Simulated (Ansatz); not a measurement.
# AgH₄NS (SMILES [NH3+][Ag-][SH]): a rigid scan of the bond length N1–Ag2

One table from this session's results is given with a row withheld; the runs are named, their logs left out.

Program: Ansatz 0.2.0, Gaussian basis. Level of theory: single points in def2-TZVPP. These are calculated values, not measurements.

Levels: PBE-D4, r2SCAN-D4, PBE0-D4, B3LYP-D4, wB97M-V, Hartree-Fock, MP2, CCSD, CCSD(T). The scan takes 1.966, 2.009, 2.074, 2.149, 2.232, 2.321, 2.416, 2.516, 2.621 Å.

Cores are frozen in the correlated methods. Filled d shells of the heavier atoms are correlated. Core potentials replace the inner electrons past krypton, and spin-orbit coupling is left out. B3LYP uses VWN-RPA correlation.

19 further runs of the same task are left out: 19 set aside as unsound or not needed.

## The system as given

The minimum, relaxed at PBE0-D4: SMILES `[NH3+][Ag-][SH]`, 7 atoms, charge 0, spin multiplicity 1.

Atoms are counted from 1 here; the program's logs count them from 0.

Bond lengths: N1–Ag2 2.184 Å, N1–H4 1.013 Å, N1–H5 1.013 Å, N1–H6 1.014 Å, Ag2–S3 2.296 Å, S3–H7 1.344 Å. Angles: Ag2–N1–H4 111.3°, Ag2–N1–H5 111.1°, Ag2–N1–H6 111.1°, H4–N1–H5 107.7°, H4–N1–H6 107.8°, H5–N1–H6 107.6°, N1–Ag2–S3 178.2°, Ag2–S3–H7 95.1°.

Geometry (Å):

```
N    -1.1955    0.6799   -0.4849
Ag    0.4694   -0.3851    0.4444
S     2.1812   -1.5125    1.4796
H    -1.9508    0.0476   -0.7228
H    -0.9012    1.1429   -1.3370
H    -1.5688    1.3882    0.1366
H     3.0269   -1.4292    0.4383
```

Energies of the minimum (eV), from earlier single points: PBE-D4 -16387.12962, r2SCAN-D4 -16393.03162, PBE0-D4 -16387.56140, B3LYP-D4 -16395.49371, wB97M-V -16389.90363, CCSD(T) -16371.66043.

At the minimum the bond length N1–Ag2 is 2.184 Å.

The first run:

Contents of ccsdt-tzvpp/in.yaml:

```yaml
crystal:
  periodic: [false, false, false]
  atoms:
    - {symbol: N, position_ang: [-1.195470, 0.679905, -0.484852]}
    - {symbol: Ag, position_ang: [0.303269, -0.278832, 0.351665]}
    - {symbol: S, position_ang: [2.015060, -1.406196, 1.386861]}
    - {symbol: H, position_ang: [-1.950846, 0.047577, -0.722756]}
    - {symbol: H, position_ang: [-0.901170, 1.142947, -1.336979]}
    - {symbol: H, position_ang: [-1.568822, 1.388201, 0.136559]}
    - {symbol: H, position_ang: [2.860788, -1.322881, 0.345526]}
basis:
  gaussian: {orbitals: def2-TZVPP}
correlation: {method: ccsd_t}
```

No record of the launch command was kept for these runs.

Steps of the session up to this table: N1–Ag2 = 1.966 Å; N1–Ag2 = 2.009 Å; N1–Ag2 = 2.074 Å; N1–Ag2 = 2.149 Å; N1–Ag2 = 2.232 Å; N1–Ag2 = 2.321 Å; N1–Ag2 = 2.416 Å; N1–Ag2 = 2.516 Å; N1–Ag2 = 2.621 Å.

One of the session's tables, all rows but one given; the rest of the session is left out.

Energies less that of the minimum at the same level (kJ/mol):

```
bond length (Å)  PBE-D4  PBE0-D4  B3LYP-D4  wB97M-V  Hartree-Fock
          1.966    22.1     21.9      26.7     25.3          41.9
          2.009    13.1     12.8      16.6     15.4          28.2
          2.074     4.5      4.3       6.5      5.8          13.4
          2.149     0.4      0.3       0.9      0.7           3.0
2.184 (minimum)     0.0      0.0       0.0      0.0           0.0
          2.232       ?        ?         ?        ?             ?
          2.321     4.7      5.0       2.9      3.7          -4.1
          2.416    11.5     11.9       8.8     10.1          -2.4
          2.516    20.0     20.4      16.5     18.3           1.5
          2.621    29.4     29.9      25.2     27.6           6.7
```

Q: Estimate the row for bond length (Å) = 2.232 from the others.

**Answer.** PBE-D4: 0.7; PBE0-D4: 0.8; B3LYP-D4: 0.0; wB97M-V: 0.3; Hartree-Fock: -2.6.

To keep in mind: A polynomial through the near points puts the CCSD(T) minimum 0.014 Å below the PBE0-D4 value.
